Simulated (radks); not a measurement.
**Excited configurations of Ce⁴⁺**

An exercise on one series of results from a longer session: the logs are not shown, and one member is left open.

The numbers are computed with radks (a radial shooting solver on a logarithmic mesh, Libxc functionals) version 1 (scalar-relativistic Kohn-Sham, BLYP, spin-polarised, spherical densities, point nucleus; open shells are filled with parallel spins first), except any that are marked as measured or tabulated.

**The atom as given**

| Quantity | Value |
| --- | --- |
| element | cerium (Z = 58) |
| charge | +4 |
| electrons | 54 |
| configuration | [Xe] |

Outer shells as boxes (Hund's rule):

Ce⁴⁺
```
[Kr] core
4d [↑↓][↑↓][↑↓][↑↓][↑↓]
5s [↑↓]
5p [↑↓][↑↓][↑↓]
```

Set-up of the first run:

The run's settings:

```text
Z 58
configuration [Xe]
relativity scalar-relativistic
functional b88,lyp
spin polarised
nucleus point
c 137.035999084
```

Steps of the session up to this table: Ground configuration: [Xe].

One of the session's tables, all rows but one given; the rest of the session is left out.

It belongs to the step «Ground configuration: [Xe]». Radial moments (bohr):

```
level     <r>  outermost maximum (interpolated)  90 % within  nodes
   3s  0.2787                             0.255        0.409      2
   3p  0.2768                             0.249        0.414      1
   3d  0.2536                             0.205        0.397      0
   4s  0.6353                             0.592        0.912      3
   4p       ?                                 ?            ?      ?
   4d  0.7369                             0.649         1.10      1
   5s   1.459                              1.34         2.08      4
   5p   1.645                              1.49         2.36      3
```

Estimate the missing values for 4p.

**Answer.** <r>: 0.6718; outermost maximum (interpolated): 0.618; 90 % within: 0.976; nodes: 2. In the column «<r>» it lies between 4s (0.6353) and 4d (0.7369).

Caveats from the session: Open shells are spherical and high-spin; term and fine-structure splittings are not resolved.
